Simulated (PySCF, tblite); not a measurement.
# C₄H₈B₂NS−: geometry, infrared bands and NMR shifts

Aim: predict the infrared bands and NMR shifts of C₄H₈B₂NS− (`BN[BH2-]c1cccs1`).

Programs: tblite 0.8.0 and PySCF 2.14.0, with density-fitted response routines of our own. Each step states its level of theory. These are calculated values for one molecule in the gas phase, unless marked as measured. Atoms are numbered from 0 throughout.

## (1) The starting structure

16 atoms, charge -1, multiplicity 1; geometry from: force field or distance geometry start.

Bonds of the start (Å): B0–N1 1.54, N1–B2 1.55, B2–C3 1.59, C3–C4 1.39, C4–C5 1.41, C5–C6 1.39, C6–S7 1.69, S7–C3 1.68, B0–H8 1.18, B0–H9 1.17, N1–H10 1.04, B2–H11 1.19, B2–H12 1.19, C4–H13 1.09, C5–H14 1.07, C6–H15 1.08.

## (2) Geometry optimisation with GFN2-xTB

What the job is given:

```
{"job": {"kind": "relax", "xc": "GFN2-xTB", "basis": "xTB"}, "charge": -1, "multiplicity": 1}
B      3.253100     0.151700    -0.331100
N      1.743800     0.301800    -0.602500
B      0.974100    -0.145100     0.661700
C     -0.573000     0.110600     0.417100
C     -1.463200    -0.787500    -0.156000
C     -2.758700    -0.264200    -0.305600
C     -2.880500     1.042400     0.157100
S     -1.378300     1.544700     0.745500
H      3.718600    -0.906800    -0.084900
H      3.944600     1.097200    -0.414700
H      1.511200    -0.366000    -1.369300
H      1.306900     0.490400     1.611200
H      1.142600    -1.300300     0.890200
H     -1.183600    -1.781500    -0.492500
H     -3.576300    -0.810500    -0.737200
H     -3.788900     1.632200     0.153800
```

Run with:

```console
$ OMP_NUM_THREADS=1 python probes_run.py task.json out
```

The driver reads the jobs from task.json and runs them one after another.

**Question.** This job is followed by: GFN2-xTB harmonic vibrations, gas phase; GIAO PBE0/pcSseg-1 NMR shielding, non-relativistic, gas phase. Predict these results of the whole session: strongest single infrared mode (GFN2-xTB); zero-point energy (GFN2-xTB); 13C shifts against TMS (PBE0/pcSseg-1); 1H shifts against TMS (PBE0/pcSseg-1, means over atoms taken as alike); 11B shifts against BF3·OEt2 (PBE0/pcSseg-1); 15N shifts against NH3 (PBE0/pcSseg-1); 33S shifts against CS2 (PBE0/pcSseg-1).

**Answer**, as computed:

| quantity | value |
| --- | --- |
| strongest single infrared mode (GFN2-xTB) | 2135 cm⁻¹, 496 km/mol |
| zero-point energy (GFN2-xTB) | 70.7 kcal/mol |
| 13C shifts against TMS (PBE0/pcSseg-1) | 188.8, 127.8, 125.8, 123.4 ppm |
| 1H shifts against TMS (PBE0/pcSseg-1, means over atoms taken as alike) | 6.83, 6.76, 6.32, 5.56, 4.45, 3.01 ppm |
| 11B shifts against BF3·OEt2 (PBE0/pcSseg-1) | 29.7, -20.8 ppm |
| 15N shifts against NH3 (PBE0/pcSseg-1) | 191.8 ppm |
| 33S shifts against CS2 (PBE0/pcSseg-1) | 240 ppm |

In words: Relaxing lowered the energy by 1.693 eV in 113 steps; the close pair that moved most is B0–N1, from 1.541 to 1.363 Å. The lowest mode is slightly imaginary (14i cm⁻¹), a soft motion within the noise of the Hessian, so the minimum is not strictly shown. The strongest single mode, at 2135 cm⁻¹, moves mainly H12. GFN2-xTB is a fitted tight-binding method: band positions and strengths are rough. Its intensities can rank the bands wrongly. At PBE0/pcSseg-1: The widest tensor belongs to N1: span 306 ppm, with a paramagnetic part of -243 ppm. NICS(1)zz of -27 ppm above the planar ring from C3 marks a diatropic (aromatic) ring current.
